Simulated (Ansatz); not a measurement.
# GaN₂H₅: one structure at several levels

Aim: energy, forces and dipole at a structure displaced at random from a GFN2-xTB minimum, from CCSD(T) and from density functionals.

Method: single points in def2-TZVPP; program: Ansatz 0.2.0, Gaussian basis.

Cores are frozen in the correlated methods. Filled d shells of the heavier atoms are correlated.

## Step 1: Starting geometry

SMILES `[NH2][GaH][NH2]`, 8 atoms, charge 0, spin multiplicity 1.

Atoms are counted from 1 here; the program's logs count them from 0.

Bond lengths: N1–Ga2 1.675 Å, N1–H4 1.118 Å, N1–H5 1.236 Å, Ga2–N3 2.115 Å, Ga2–H6 1.516 Å, N3–H7 0.882 Å, N3–H8 1.166 Å. Angles: Ga2–N1–H4 124.5°, Ga2–N1–H5 134.1°, H4–N1–H5 101.2°, N1–Ga2–N3 121.4°, N1–Ga2–H6 125.3°, N3–Ga2–H6 113.1°, Ga2–N3–H7 119.6°, Ga2–N3–H8 117.2°, H7–N3–H8 122.9°.

Coordinates:

```mol
GaH5N2
  3D, bonds by distance, orders not assigned

  8  7  0  0  0  0  0  0  0  0999 V2000
    0.8052    0.2477   -1.3885 N   0  0
   -0.3191    0.5934   -0.1964 Ga  0  0
   -0.5319   -0.6392    1.5087 N   0  0
    1.4322   -0.6773   -1.4175 H   0  0
    1.1297    0.7922   -2.4501 H   0  0
   -1.3314    1.7202   -0.2467 H   0  0
   -1.1916   -0.4901    2.0751 H   0  0
    0.1809   -1.5585    1.5952 H   0  0
  1  2  8  0
  1  4  8  0
  1  5  8  0
  2  3  8  0
  2  6  8  0
  3  7  8  0
  3  8  8  0
M  END
```

## Step 2: CCSD(T)/def2-TZVPP

Contents of run/in.yaml:

```yaml
crystal:
  periodic: [false, false, false]
  atoms:
    - {symbol: N, position_ang: [0.805200, 0.247700, -1.388500]}
    - {symbol: Ga, position_ang: [-0.319100, 0.593400, -0.196400]}
    - {symbol: N, position_ang: [-0.531900, -0.639200, 1.508700]}
    - {symbol: H, position_ang: [1.432200, -0.677300, -1.417500]}
    - {symbol: H, position_ang: [1.129700, 0.792200, -2.450100]}
    - {symbol: H, position_ang: [-1.331400, 1.720200, -0.246700]}
    - {symbol: H, position_ang: [-1.191600, -0.490100, 2.075100]}
    - {symbol: H, position_ang: [0.180900, -1.558500, 1.595200]}
basis:
  gaussian: {orbitals: def2-TZVPP}
correlation: {method: ccsd_t}
output: {forces: true}
```

The command line of these runs was not kept.

## Step 3: PBE0-D4/def2-TZVPP

run/in.yaml, as its differences from that of step 2:

```diff
@@ -13,3 +13,3 @@
   gaussian: {orbitals: def2-TZVPP}
-correlation: {method: ccsd_t}
-output: {forces: true}
+hamiltonian: {xc: pbe0, dispersion: d4}
+output: {forces: true, orbitals: {seedname: orbitals}}
```

## Step 4: wB97M-V/def2-TZVPP

run/in.yaml, as its differences from that of step 3:

```diff
@@ -13,3 +13,3 @@
   gaussian: {orbitals: def2-TZVPP}
-hamiltonian: {xc: pbe0, dispersion: d4}
-output: {forces: true, orbitals: {seedname: orbitals}}
+hamiltonian: {xc: {name: wB97M-V}}
+output: {forces: true}
```

## Step 5: r2SCAN-D4/def2-TZVPP

run/in.yaml, as its differences from that of step 4:

```diff
@@ -13,3 +13,3 @@
   gaussian: {orbitals: def2-TZVPP}
-hamiltonian: {xc: {name: wB97M-V}}
+hamiltonian: {xc: r2scan, dispersion: d4}
 output: {forces: true}
```

## Step 6: PBE-D4/def2-TZVPP

run/in.yaml, as its differences from that of step 5:

```diff
@@ -13,3 +13,3 @@
   gaussian: {orbitals: def2-TZVPP}
-hamiltonian: {xc: r2scan, dispersion: d4}
+hamiltonian: {xc: pbe, dispersion: d4}
 output: {forces: true}
```

## Step 7: BHLYP-D4/def2-TZVPP

run/in.yaml, as its differences from that of step 6:

```diff
@@ -13,3 +13,3 @@
   gaussian: {orbitals: def2-TZVPP}
-hamiltonian: {xc: pbe, dispersion: d4}
+hamiltonian: {xc: {name: BHLYP}, dispersion: d4}
 output: {forces: true}
```

## Step 8: r2SCAN0-D4/def2-TZVPP

run/in.yaml, as its differences from that of step 7:

```diff
@@ -13,3 +13,3 @@
   gaussian: {orbitals: def2-TZVPP}
-hamiltonian: {xc: {name: BHLYP}, dispersion: d4}
+hamiltonian: {xc: {name: r2SCAN0}, dispersion: d4}
 output: {forces: true}
```

(Steps that only read results are left out.)

Before running it: what results should come out? Wanted: energy less free atoms, CCSD(T)/def2-TZVPP; RMS force component; RMS force error; HOMO and LUMO, PBE0-D4; T1 diagnostic.

**Answer**, as computed:

```
                                  quantity                                                                                               value
energy less free atoms, CCSD(T)/def2-TZVPP                                                                                          -21.847 eV
                       RMS force component                                                                4.396 to 4.535 eV/Å over the methods
                           RMS force error  PBE0-D4 0.084, wB97M-V 0.059, r2SCAN-D4 0.100, PBE-D4 0.178, BHLYP-D4 0.211, r2SCAN0-D4 0.134 eV/Å
                    HOMO and LUMO, PBE0-D4                                                                                  -6.09 and -0.38 eV
                             T1 diagnostic                                                                                               0.014
```

**Reading.** Against CCSD(T) the functionals' energies less atoms differ by -1.173 to +0.375 eV, PBE-D4 by -1.173 eV. CCSD(T) in triple zeta still lacks some correlation energy of the bonds, so part of these gaps is its own basis error and they don't rank the functionals. The forces of wB97M-V come nearest to CCSD(T), those of BHLYP-D4 are farthest. Frozen-core CCSD(T) forces in triple zeta carry basis errors of their own, and this is one geometry, so small gaps rank nothing.
